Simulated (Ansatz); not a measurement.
Write the native input for Ansatz 0.2.0 that does the following.

- Task: band structure
- Functional: PBE
- Potentials or basis: Ansatz PAW
- Cutoff: 420 eV (not typed: the program's choice for these potentials)
- k mesh: 8 × 8 × 2
- Occupations: fermi-dirac, width 0.05 eV
- Spin: non-collinear spin, ferromagnetic start, spin-orbit coupling
- Starting moments: [[0.0, 0.0, 1.0], [0.0, 0.0, 1.0], [0.0, 0.0, 0.0], [0.0, 0.0, 0.6], [0.0, 0.0, 0.0]] μB
- Path: [["G", "Y", "F", "L", "I"], ["I1", "Z", "F1"], ["Y", "X1"], ["X", "G", "N"], ["M", "G"]]
- Points for each segment of the path: 14

The system is NiMoIrPdW.

```xyz
5
Lattice="2.3446 -1.4314 0.0091 2.3446 1.4314 0.0091 -2.2060 0.0000 10.9237" Properties=species:S:1:pos:R:3 pbc="T T T"
Ni    1.6857    0.0000    3.2343
Mo   -0.5221    0.0000    9.9690
Pd    0.0775    0.0000    5.3638
Ir    3.2778    0.0000    1.1936
W     1.6891    0.0000    7.5942
```

The cell was built by a generator and needn't be a form met in nature.

These files were run (other wordings do the same):

input.yaml

```yaml
crystal:
  lattice:
    - [2.3446, -1.43138, 0.00906]
    - [2.3446, 1.43138, 0.00906]
    - [-2.206, 0.0, 10.92374]
  atoms:
    - { symbol: Ni, position: [0.49838, 0.49838, 0.29525], spin: 1.0, spin_axis: [0.0, 0.0, 1.0] }
    - { symbol: Mo, position: [0.31773, 0.31773, 0.91207], spin: 1.0, spin_axis: [0.0, 0.0, 1.0] }
    - { symbol: Pd, position: [0.24733, 0.24733, 0.49061] }
    - { symbol: Ir, position: [0.74982, 0.74982, 0.10802], spin: 0.6, spin_axis: [0.0, 0.0, 0.6] }
    - { symbol: W, position: [0.68673, 0.68673, 0.69406] }
hamiltonian:
  xc: pbe
  pseudopotentials: { kind: paw_fr }
magnetization:
  noncollinear: true
  spin_orbit: true
kpoints:
  mp_grid: { grid: [8, 8, 2] }
  band_path:
    path:
      - [[0.0, 0.0, 0.0], [-0.5, -0.5, 0.0], [-0.501637098, -0.501637098, 0.0400768515], [-0.5, -0.5, 0.5], [-0.6610839512, -0.3389160488, 0.5]]
      - [[-0.3389160488, 0.3389160488, 0.5], [0.0, 0.0, 0.5], [-0.498362902, -0.498362902, 0.9599231485]]
      - [[-0.5, -0.5, 0.0], [-0.6531734193, -0.3468265807, 0.0]]
      - [[-0.3468265807, 0.3468265807, 0.0], [0.0, 0.0, 0.0], [-0.5, 0.0, 0.0]]
      - [[-0.5, 0.0, 0.5], [0.0, 0.0, 0.0]]
    npoints: 14
scf:
  occupations: { method: fermi_dirac, width: 0.05 }
  n_extra_bands: 12
output:
  forces: true
  stress: true
  eigenvalues: true
  fatbands: true
```

Potentials or basis: Ansatz PAW.

Command:

```bash
$ ansatz run input.yaml --threads 8 --pin off --max-ram 20480MiB --backend cpu --events-out ev --progress --plain --runs-dir out
```

It gave:

```json
{"Pressure": "-0.1 GPa", "Largest force": "0.128 eV/Å", "Band gap on the k mesh": "none (metal or under the smearing width)", "Net moment": "0.00 μB per cell", "Absolute moment": "0.00 μB per cell"}
```

Caveat: the starting moments weren't kept; the thresholds are loose for stress.

Wall time 3.2 min on 8 threads of Arm Neoverse N1, on a shared host, peak memory 1.9 GiB.
